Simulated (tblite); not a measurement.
# C3H12N2OSi: the cost of one run

The runs use tblite 0.8.0 and PySCF 2.14.0, with density-fitted response routines of our own; the level of theory stands in each step. All values are computed, except where a source is named. Atoms count from 0, in the outputs and in this text.

**1. The starting structure**

19 atoms, charge 0, multiplicity 1; geometry from: force field or distance geometry start.

Bonds of the start (Å): C0–Si1 1.85, Si1–O2 1.72, Si1–N3 1.78, N3–C4 1.45, C4–C5 1.52, C5–N6 1.45, C0–H7 1.11, C0–H8 1.09, C0–H9 1.12, Si1–H10 1.45, O2–H11 0.99, N3–H12 1.02, C4–H13 1.12, C4–H14 1.09, C5–H15 1.11, C5–H16 1.12, N6–H17 1.04, N6–H18 1.04.

**2. Geometry optimisation with GFN2-xTB**

What the job is given:

```
{"job": {"kind": "relax", "xc": "GFN2-xTB", "basis": "xTB"}, "charge": 0, "multiplicity": 1}
C     -1.959300     1.193900    -0.515600
Si    -1.466300    -0.386500     0.316900
O     -2.830500    -1.435500     0.244400
N     -0.181200    -1.192100    -0.610400
C      1.130400    -1.067200    -0.011700
C      1.439000     0.416800     0.042500
N      2.746400     0.677200     0.613500
H     -2.268600     1.983400     0.205600
H     -1.119900     1.531300    -1.125300
H     -2.829600     1.021000    -1.200100
H     -1.116900    -0.092600     1.695100
H     -3.120600    -1.521800    -0.703000
H     -0.215400    -0.924900    -1.596900
H      1.857000    -1.561000    -0.706000
H      1.210600    -1.509200     0.985500
H      1.506700     0.771300    -1.009900
H      0.625700     0.983500     0.566600
H      3.279900     1.297100    -0.034100
H      3.302800    -0.175400     0.810500
```

The run is started by

```sh
> OMP_NUM_THREADS=1 python probes_run.py task.json out
```

This one command runs all jobs of the session in turn.

**Question.** How long does this first job take on 1 thread of Arm Neoverse V1, shared host?

About 1.5 s.
